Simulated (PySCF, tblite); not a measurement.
# C₃H₉BrOSi: geometry, infrared bands and NMR shifts

Wanted: the infrared bands and NMR shifts of C₃H₉BrOSi (`CO[SiH2][C@H](C)Br`), by calculation.

The runs use tblite 0.8.0 and PySCF 2.14.0, with density-fitted response routines of our own; the level of theory stands in each step. All values are computed, except where a source is named. Atoms are numbered from 0 throughout.

**1. The starting structure**

15 atoms, charge 0, multiplicity 1; geometry from: force field or distance geometry start.

Bonds of the start (Å): C0–O1 1.41, O1–Si2 1.66, Si2–C3 1.85, C3–C4 1.53, C3–Br5 1.96, C0–H6 1.09, C0–H7 1.09, C0–H8 1.10, Si2–H9 1.49, Si2–H10 1.49, C3–H11 1.11, C4–H12 1.09, C4–H13 1.10, C4–H14 1.09.

**2. Geometry optimisation with GFN2-xTB**

The job: settings as JSON, then the geometry in Å.

```
{"job": {"kind": "relax", "xc": "GFN2-xTB", "basis": "xTB"}, "charge": 0, "multiplicity": 1}
C     -2.553500    -0.183600     0.981800
O     -1.175400    -0.423400     0.843600
Si    -0.411100     0.015200    -0.566100
C      1.399800    -0.354200    -0.587700
C      2.239700     0.324900     0.495700
Br     2.119800     0.142800    -2.342800
H     -2.879200    -0.531400     1.964700
H     -3.129100    -0.724800     0.231000
H     -2.777700     0.887900     0.923200
H     -1.117200    -0.689200    -1.672400
H     -0.655800     1.472000    -0.758200
H      1.551200    -1.447200    -0.518900
H      3.291700     0.047200     0.411100
H      2.188400     1.418700     0.412700
H      1.904100     0.053200     1.495500
```

Command:

```sh
$ OMP_NUM_THREADS=1 python probes_run.py task.json out
```

The driver reads the jobs from task.json and runs them one after another.

**Question.** This job is followed by: GFN2-xTB harmonic vibrations, gas phase; GIAO PBE0/pcSseg-1 NMR shielding, non-relativistic, gas phase. What will the session give for the following? strongest single infrared mode (GFN2-xTB); zero-point energy (GFN2-xTB); ¹³C shifts against TMS (PBE0/pcSseg-1); ¹H shifts against TMS (PBE0/pcSseg-1, means over atoms taken as alike); ¹⁷O shifts against H2O (PBE0/pcSseg-1); ²⁹Si shifts against TMS (PBE0/pcSseg-1); ⁷⁹Br shifts against HBr (PBE0/pcSseg-1); surface potential, 1st and 99th percentile.

**Answer**, as computed:

| quantity | value |
| --- | --- |
| strongest single infrared mode (GFN2-xTB) | 2247 cm⁻¹, 326 km/mol |
| zero-point energy (GFN2-xTB) | 71.0 kcal/mol |
| ¹³C shifts against TMS (PBE0/pcSseg-1) | 53.5, 40.8, 23.9 ppm |
| ¹H shifts against TMS (PBE0/pcSseg-1, means over atoms taken as alike) | 4.68, 4.44, 3.81, 3.47, 1.73 ppm |
| ¹⁷O shifts against H2O (PBE0/pcSseg-1) | 5.9 ppm |
| ²⁹Si shifts against TMS (PBE0/pcSseg-1) | -24.5 ppm |
| ⁷⁹Br shifts against HBr (PBE0/pcSseg-1) | 269 ppm |
| surface potential, 1st and 99th percentile | -0.81 V and 1.14 V |

Relaxing lowered the energy by 0.208 eV in 69 steps; the close pair that moved most is Si2–C3, from 1.848 to 1.900 Å. No mode is imaginary among the 39: a minimum at this level. The strongest single mode, at 2247 cm⁻¹, moves mainly H10 and H9. GFN2-xTB is a fitted tight-binding method: band positions and strengths are rough. Its intensities can rank the bands wrongly. C3 stands next to heavy halogen, whose spin-orbit shielding this run leaves out, so the computed shift lies too far downfield, most of all for carbon beside Br or I. The most deshielded carbon is C0 (methyl carbon bonded to O), at 53.5 ppm: pulled downfield by the heteroatom. At PBE0/pcSseg-1: Shielding is most anisotropic at Br5 (span 1250 ppm, paramagnetic term -770 ppm). Spin-orbit coupling is left out, which matters for shieldings and couplings at and beside the heavy atoms.
